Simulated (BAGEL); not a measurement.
# GaHSCl2 (SMILES [SH][Ga]([Cl])[Cl]) at 6 levels

Wanted: a comparison of 6 runs (HF/STO-3G, HF/3-21G, HF/6-31G*, B3LYP/6-31G*, PBE0/6-31G*, RI-MP2/6-31G*) of GaHSCl2. 

The calculation is run with BAGEL 1.2.2.

17 further runs of the same task are left out: 1 that didn't finish, 16 set aside as unsound or not needed.

**1. The structure to begin with**

GaHSCl2 has 5 atoms, charge 0, and is taken as a singlet. As SMILES, `[SH][Ga]([Cl])[Cl]`. The S1–H5 distance was set to 1.748 Å, away from the relaxed value.

Bond lengths: S1–Ga2 2.175 Å, Ga2–Cl3 2.121 Å, Ga2–Cl4 2.126 Å. Angles: S1–Ga2–Cl3 120.2°, S1–Ga2–Cl4 121.4°, Cl3–Ga2–Cl4 118.4°. A long bond or contact: S1–H5 1.748 Å.

**2. A single-point energy at HF/STO-3G (density fitting with qzvpp-jkfit) (run 1)**

File input.json:

```json
{ "bagel": [

{
  "title": "molecule",
  "basis": "sto-3g",
  "df_basis": "qzvpp-jkfit",
  "angstrom": true,
  "geometry": [
    { "atom": "S", "xyz": [    0.416032,    1.671108,    0.603216 ] },
    { "atom": "Ga", "xyz": [    0.619932,   -0.469092,    0.276816 ] },
    { "atom": "Cl", "xyz": [    2.273732,   -1.520792,    1.087916 ] },
    { "atom": "Cl", "xyz": [   -0.814768,   -1.559292,   -0.851684 ] },
    { "atom": "H", "xyz": [   -1.071600,    1.740400,   -0.312400 ] }
  ]
},
{
  "title": "hf"
},
{
  "title": "print",
  "file": "orbitals.molden",
  "orbitals": true
}

]}
```

The run is started by

```sh
$ BAGEL_NUM_THREADS=1 BAGEL input.json > input.out
```

Output:

```text
* using 1 threads per process

  ===============================================================
  ===============================================================

  *** Geometry ***

  { "atom" : "S", "xyz" : [      0.786187,      3.157936,      1.139913 ] },
  { "atom" : "Ga", "xyz" : [      1.171502,     -0.886455,      0.523106 ] },
  { "atom" : "Cl", "xyz" : [      4.296731,     -2.873880,      2.055863 ] },
  { "atom" : "Cl", "xyz" : [     -1.539688,     -2.946635,     -1.609450 ] },
  { "atom" : "H", "xyz" : [     -2.025031,      3.288879,     -0.590350 ] },

  Number of auxiliary basis functions:      668

  Since a DF basis is specified, we compute 2- and 3-index integrals:
    o Being stored without compression. Storage requirement is 0.011 GB

  Number of basis functions:       46
  Number of electrons      :       82

    * METHOD: MOLECULE                             0.40

  *** RHF ***

  === Nuclear Repulsion ===
   517.4354701236

      * DIIS with orbital gradients will be used.

  === RHF iteration (sto-3g) ===
      0      -3203.83001995          0.00800133           0.08
      1      -3203.90164575          0.00228971           0.10
      2      -3203.90778403          0.00063262           0.07
      3      -3203.90841093          0.00017454           0.07
      4      -3203.90848843          0.00007495           0.07
      5      -3203.90850940          0.00003752           0.07
      6      -3203.90851642          0.00000842           0.07
      7      -3203.90851671          0.00000250           0.08
      8      -3203.90851673          0.00000105           0.07
      9      -3203.90851674          0.00000049           0.07
     10      -3203.90851674          0.00000016           0.07
     11      -3203.90851674          0.00000006           0.08
     12      -3203.90851674          0.00000003           0.08
     13      -3203.90851674          0.00000001           0.08
     14      -3203.90851674          0.00000001           0.07
    * SCF iteration converged.

    * Permanent dipole moment:
           (    0.334221,    -1.078410,    -0.019809) a.u.

    * METHOD: HF                                   1.28

    * METHOD: PRINT                                0.00

  ===============================================================
```

It took 2 s on 1 thread of Intel Xeon 6975P-C (Granite Rapids), shared host; peak memory 0.11 GiB.

**3. A single-point energy at HF/3-21G (density fitting with qzvpp-jkfit) (run 2)**

File job.json:

```json
{ "bagel" : [

{
  "title" : "molecule",
  "basis" : "3-21g",
  "df_basis" : "qzvpp-jkfit",
  "angstrom" : "true",
  "geometry" : [
    { "atom" : "S", "xyz" : [       0.416032,       1.671108,       0.603216 ] },
    { "atom" : "Ga", "xyz" : [       0.619932,      -0.469092,       0.276816 ] },
    { "atom" : "Cl", "xyz" : [       2.273732,      -1.520792,       1.087916 ] },
    { "atom" : "Cl", "xyz" : [      -0.814768,      -1.559292,      -0.851684 ] },
    { "atom" : "H", "xyz" : [      -1.071600,       1.740400,      -0.312400 ] }
  ]
},

{ "title" : "hf" },

{ "title" : "print", "file" : "orbitals.molden", "orbitals" : "true" }

]}
```

The run is started by

```sh
$ BAGEL_NUM_THREADS=1 BAGEL job.json > job.out
```

Output:

```text
* using 1 threads per process

  ===============================================================
  ===============================================================

  *** Geometry ***

  { "atom" : "S", "xyz" : [      0.786187,      3.157936,      1.139913 ] },
  { "atom" : "Ga", "xyz" : [      1.171502,     -0.886455,      0.523106 ] },
  { "atom" : "Cl", "xyz" : [      4.296731,     -2.873880,      2.055863 ] },
  { "atom" : "Cl", "xyz" : [     -1.539688,     -2.946635,     -1.609450 ] },
  { "atom" : "H", "xyz" : [     -2.025031,      3.288879,     -0.590350 ] },

  Number of auxiliary basis functions:      668

  Since a DF basis is specified, we compute 2- and 3-index integrals:
    o Being stored without compression. Storage requirement is 0.021 GB

  Number of basis functions:       63
  Number of electrons      :       82

    * METHOD: MOLECULE                             0.35

  *** RHF ***

  === Nuclear Repulsion ===
   517.4354701236

      * DIIS with orbital gradients will be used.

  === RHF iteration (3-21g) ===
      0      -3224.62632798          0.00871709           0.11
      1      -3224.69340901          0.00304849           0.10
      2      -3224.70135662          0.00059748           0.11
      3      -3224.70184082          0.00012197           0.12
      4      -3224.70186256          0.00005177           0.12
      5      -3224.70186622          0.00001563           0.11
      6      -3224.70186670          0.00000302           0.11
      7      -3224.70186672          0.00000089           0.11
      8      -3224.70186672          0.00000028           0.11
      9      -3224.70186672          0.00000008           0.11
     10      -3224.70186672          0.00000002           0.11
     11      -3224.70186672          0.00000001           0.10
     12      -3224.70186672          0.00000000           0.11
    * SCF iteration converged.

    * Permanent dipole moment:
           (    0.455988,    -0.518537,     0.175066) a.u.

    * METHOD: HF                                   1.62

    * METHOD: PRINT                                0.01

  ===============================================================
```

Run time: 2.3 s. Hardware: 1 thread of Intel Xeon 6975P-C (Granite Rapids), shared host; peak memory 0.14 GiB.

Runs 3 to 5 aren't shown in full; the table further down has their settings and results.

**4. The energy at RI-MP2/6-31G(d) (density fitting with qzvpp-jkfit, spherical functions) (run 6)**

File job.json:

```json
{ "bagel" : [

{
  "title" : "molecule",
  "basis" : "6-31gs.json",
  "df_basis" : "qzvpp-jkfit",
  "angstrom" : true,
  "geometry" : [
    { "atom" : "S", "xyz" : [    0.416032,    1.671108,    0.603216 ] },
    { "atom" : "Ga", "xyz" : [    0.619932,   -0.469092,    0.276816 ] },
    { "atom" : "Cl", "xyz" : [    2.273732,   -1.520792,    1.087916 ] },
    { "atom" : "Cl", "xyz" : [   -0.814768,   -1.559292,   -0.851684 ] },
    { "atom" : "H", "xyz" : [   -1.071600,    1.740400,   -0.312400 ] }
  ]
},
{ "title" : "hf" },
{ "title" : "mp2", "ncore" : 24 }

]}
```

The basis set 6-31G* is read from a file made from the Basis Set Exchange's data (not shown).

The run is started by

```sh
$ BAGEL_NUM_THREADS=1 BAGEL job.json > job.out
```

Output:

```text
* using 1 threads per process

  ===============================================================
  ===============================================================

  *** Geometry ***

  { "atom" : "S", "xyz" : [      0.786187,      3.157936,      1.139913 ] },
  { "atom" : "Ga", "xyz" : [      1.171502,     -0.886455,      0.523106 ] },
  { "atom" : "Cl", "xyz" : [      4.296731,     -2.873880,      2.055863 ] },
  { "atom" : "Cl", "xyz" : [     -1.539688,     -2.946635,     -1.609450 ] },
  { "atom" : "H", "xyz" : [     -2.025031,      3.288879,     -0.590350 ] },

  Number of auxiliary basis functions:      668

  Since a DF basis is specified, we compute 2- and 3-index integrals:
    o Being stored without compression. Storage requirement is 0.041 GB

  Number of basis functions:       88
  Number of electrons      :       82

    * METHOD: MOLECULE                             0.40

  *** RHF ***

  === Nuclear Repulsion ===
   517.4354701236

      * DIIS with orbital gradients will be used.

  === RHF iteration (6-31gs.json) ===
      0      -3240.02362831          0.01008547           0.16
      1      -3240.10448547          0.00616133           0.14
      2      -3240.12839681          0.00102383           0.15
      3      -3240.12942076          0.00036240           0.15
      4      -3240.12960415          0.00005638           0.15
      5      -3240.12961191          0.00001928           0.15
      6      -3240.12961292          0.00000705           0.15
      7      -3240.12961307          0.00000144           0.15
      8      -3240.12961308          0.00000046           0.14
      9      -3240.12961308          0.00000019           0.17
     10      -3240.12961308          0.00000005           0.15
     11      -3240.12961308          0.00000002           0.15
     12      -3240.12961308          0.00000001           0.15
    * SCF iteration converged.

    * Permanent dipole moment:
           (    0.337300,    -0.448113,     0.115805) a.u.

    * METHOD: HF                                   2.28

  *** RHF ***

  === Nuclear Repulsion ===
   517.4354701236

      * DIIS with orbital gradients will be used.

  === RHF iteration (6-31gs.json) ===
      0      -3240.12961308          0.00000000           0.15
    * SCF iteration converged.

    * Permanent dipole moment:
           (    0.337300,    -0.448113,     0.115805) a.u.

  === DF-MP2 calculation ===

    * freezing 24 orbitals
    * 3-index integral transformation done
    * assembly done

      MP2 correlation energy:   -0.6141183026      0.05

      MP2 total energy:       -3240.7437313834

    * METHOD: MP2                                  0.36

  ===============================================================
```

Run time: 3.6 s. Hardware: 1 thread of Intel Xeon 6975P-C (Granite Rapids), shared host; peak memory 0.19 GiB.

**5. The series**

```tsv
run	level	frozen core orbitals	energy (Eh)	dipole moment (D)	HOMO energy (eV)	LUMO energy (eV)	wall time
1	HF/STO-3G (density fitting with qzvpp-jkfit)	–	-3203.908517	2.87	-8.57	4.13	2 s
2	HF/3-21G (density fitting with qzvpp-jkfit)	–	-3224.701867	1.81	-11.59	0.78	2.3 s
3	HF/6-31G* (density fitting with qzvpp-jkfit, spherical functions)	–	-3240.129613	1.46	-11.24	1.08	3.3 s
4	B3LYP/6-31G* (density fitting with qzvpp-jkfit, spherical functions)	–	-3243.907309	1.54	-8.04	-2.60	14 s
5	PBE0/6-31G* (density fitting with qzvpp-jkfit, spherical functions)	–	-3243.124353	1.57	-8.33	-2.38	13 s
6	RI-MP2/6-31G* (density fitting with qzvpp-jkfit, spherical functions)	24	-3240.743731	–	–	–	3.6 s
```

**6. Outcome**

| quantity | value |
| --- | --- |
| run 6: total energy | -3240.74373 Eh |
| run 6: correlation energy (24 core orbitals frozen) | -614.1 mEh |

In words: Over runs 1, 2, 3, 4, 5 the dipole moment (its size) runs from 1.46 D (HF/6-31G*) to 2.87 D (HF/STO-3G). Over runs 1, 2, 3, 4, 5 the HOMO–LUMO gap runs from 5.43 eV (B3LYP/6-31G*) to 12.69 eV (HF/STO-3G). The two ends differ in method and basis. Totals of different functionals can't be ranked against each other. In run 1 the basis is minimal, so the values are rough. All runs together took 39 s, the longest 14 s.
